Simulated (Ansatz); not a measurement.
CSe2:

```
Se C
1.0
     3.56977   -2.99478    0.00000
     3.56977    2.99478    0.00000
     0.00000    0.00000    9.46265
Se C
4 2
Direct
  0.21242 0.78758 0.87938
  0.78758 0.21242 0.12061
  0.28758 0.71242 0.37938
  0.71242 0.28758 0.62062
  0.00000 0.00000 0.00000
  0.50000 0.50000 0.50000
```

The cell comes from a database or a generator and needn't be the stable form of this composition.

- Program: Ansatz 0.2.0
- Task: relaxation of cell and atoms
- Functional: r2SCAN
- Potentials or basis: Ansatz PAW
- Cutoff: 500 eV (not typed: the program's choice for these potentials)
- k mesh: 5 × 5 × 3
- Occupations: fermi-dirac, width 0.05 eV
- Spin: no spin polarisation

At the start: volume 33.72 Å³/atom.

How do energy, volume and symmetry change on relaxing?

It ends after 7 steps and the volume is 31.45 Å³/atom (-6.7 %); space group Cmce (No. 64, to 0.05 Å).

Step by step:
| step | energy change (eV) | largest force (eV/Å) | volume (Å³) |
| --- | --- | --- | --- |
| 1 | 0.0000 | 0.6427 | 202.32 |
| 2 | -0.0200 | 0.2852 | 197.49 |
| 3 | -0.0281 | 0.0783 | 194.29 |
| 4 | -0.0322 | 0.0441 | 191.39 |
| 5 | -0.0338 | 0.0059 | 189.40 |
| 6 | -0.0339 | 0.0054 | 188.71 |
| 7 | -0.0333 | 0.0052 | 188.71 |

Final structure:
```
Se C
1.0
     3.43307   -2.99133    0.00000
     3.43307    2.99133    0.00000
     0.00000    0.00000    9.18781
Se C
4 2
Direct
  0.20982 0.79018 0.87636
  0.79018 0.20982 0.12364
  0.29018 0.70982 0.37636
  0.70982 0.29018 0.62364
  0.00000 0.00000 0.00000
  0.50000 0.50000 0.50000
```

Caveat: the plane-wave basis is chosen anew once the cell has moved, so the energies of steps on either side of that aren't comparable; the PAW data sets come from PBE, with cores solved anew for the run's functional, which leaves a small shift of forces and pressure.
